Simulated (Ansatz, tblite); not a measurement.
**The cluster LaCu₄: a ladder of methods and basis sets**

An exercise on one series of results from a longer session: the logs are not shown, and one member is left open.

The runs use Ansatz 0.2.0, Gaussian basis; as each input shows.

Plan: GFN1-xTB, GFN2-xTB, PBE-D4/def2-TZVP, r2SCAN-D4/def2-TZVP, ωB97X-V/def2-TZVP, PBE-QIDH/def2-TZVP, PBE-D4/def2-SVP, PBE0-D4/def2-SVP, PBE0-D4/def2-TZVPD, PBE-D4/def2-TZVPD, r2SCAN-D4/def2-TZVPD, MP2/def2-TZVP, RPA/def2-TZVP.

3 further runs of the same task are left out: 3 set aside as unsound or not needed.

## The structure

The doublet was relaxed beforehand with r2SCAN-D4/def2-SVP. At that level it is the lowest of the isomers that a small search found.

5 atoms, charge 0, spin multiplicity 2.

Bond lengths: La1–Cu2 2.784 Å, La1–Cu3 2.772 Å, La1–Cu4 2.772 Å, La1–Cu5 2.784 Å, Cu2–Cu3 2.353 Å, Cu2–Cu4 2.353 Å, Cu2–Cu5 2.497 Å, Cu3–Cu5 2.353 Å, Cu4–Cu5 2.353 Å. Angles: Cu2–La1–Cu3 50.1°, Cu2–La1–Cu4 50.1°, Cu2–La1–Cu5 53.3°, Cu3–La1–Cu4 88.3°, Cu3–La1–Cu5 50.1°, Cu4–La1–Cu5 50.1°, La1–Cu2–Cu3 64.7°, La1–Cu2–Cu4 64.7°, La1–Cu2–Cu5 63.4°, Cu3–Cu2–Cu4 110.3°, Cu3–Cu2–Cu5 58.0°, Cu4–Cu2–Cu5 58.0°, La1–Cu3–Cu2 65.2°, La1–Cu3–Cu5 65.2°, Cu2–Cu3–Cu5 64.1°, La1–Cu4–Cu2 65.2°, La1–Cu4–Cu5 65.2°, Cu2–Cu4–Cu5 64.1° and more.

La takes a core potential in the def2 sets. No spin-orbit coupling is included.

PBE0-D4/def2-TZVP was run before; its log isn't repeated, and its numbers join the tables.

The first run:

Tight binding, by tblite at 300 K electronic temperature and without a spin-polarisation term:

```python
tblite.interface.Calculator('GFN1-xTB', numbers, positions, charge=0, uhf=1).singlepoint()
```

Tight binding, by tblite at 300 K electronic temperature and without a spin-polarisation term:

```python
tblite.interface.Calculator('GFN2-xTB', numbers, positions, charge=0, uhf=1).singlepoint()
```

start.molden holds the orbitals of an earlier run on this state, given as this run's starting guess.

Input file in.yaml:

```yaml
crystal:
  periodic: [false, false, false]
  atoms:
    - {symbol: La, position_ang: [-0.545778, -1.661485, 0.386066]}
    - {symbol: Cu, position_ang: [1.401589, 0.271357, -0.088261]}
    - {symbol: Cu, position_ang: [0.096367, 0.609012, 1.840761]}
    - {symbol: Cu, position_ang: [0.024024, -0.242447, -1.925941]}
    - {symbol: Cu, position_ang: [-0.976202, 1.023572, -0.212626]}
basis:
  gaussian: {orbitals: def2-TZVP, initial_orbitals: start.molden}
magnetization: {spin_polarized: true, initial_magnetization: 1}
hamiltonian: {xc: pbe, dispersion: d4}
scf: {omitted_lower_state_checks: [starts]}
output: {orbitals: {seedname: orbitals}}
```

Command:

```console
> ansatz run in.yaml --threads 2 --pin off --events-out ev --progress --plain --max-ram 32768MiB --backend cpu
```

Steps of the session up to this table: PBE-D4/def2-TZVP; r2SCAN-D4/def2-TZVP; ωB97X-V/def2-TZVP; PBE-QIDH/def2-TZVP; PBE-D4/def2-SVP; PBE0-D4/def2-SVP; PBE0-D4/def2-TZVPD; PBE-D4/def2-TZVPD; r2SCAN-D4/def2-TZVPD; MP2/def2-TZVP; RPA/def2-TZVP.

One of the session's tables, all rows but one given; the rest of the session is left out.

It belongs to the step «Levels side by side». 

| level | HOMO (eV) | LUMO (eV) | gap (eV) |
| --- | --- | --- | --- |
| PBE-D4/def2-SVP | -3.46 | -2.95 | 0.51 |
| PBE-D4/def2-TZVP | -3.58 | -3.05 | 0.54 |
| PBE-D4/def2-TZVPD | -3.60 | -3.07 | 0.54 |
| r2SCAN-D4/def2-TZVP | -3.64 | -2.66 | 0.98 |
| r2SCAN-D4/def2-TZVPD | -3.65 | -2.68 | 0.98 |
| PBE0-D4/def2-SVP | -3.94 | -2.19 | 1.75 |
| PBE0-D4/def2-TZVP | ? | ? | ? |
| PBE0-D4/def2-TZVPD | -4.12 | -2.28 | 1.84 |
| ωB97X-V/def2-TZVP | -5.54 | -0.81 | 4.73 |

Estimate the missing values for PBE0-D4/def2-TZVP.

As computed: HOMO (eV): -4.10; LUMO (eV): -2.26; gap (eV): 1.84. In the column «HOMO (eV)» it lies between PBE0-D4/def2-TZVPD (-4.12) and PBE0-D4/def2-SVP (-3.94).
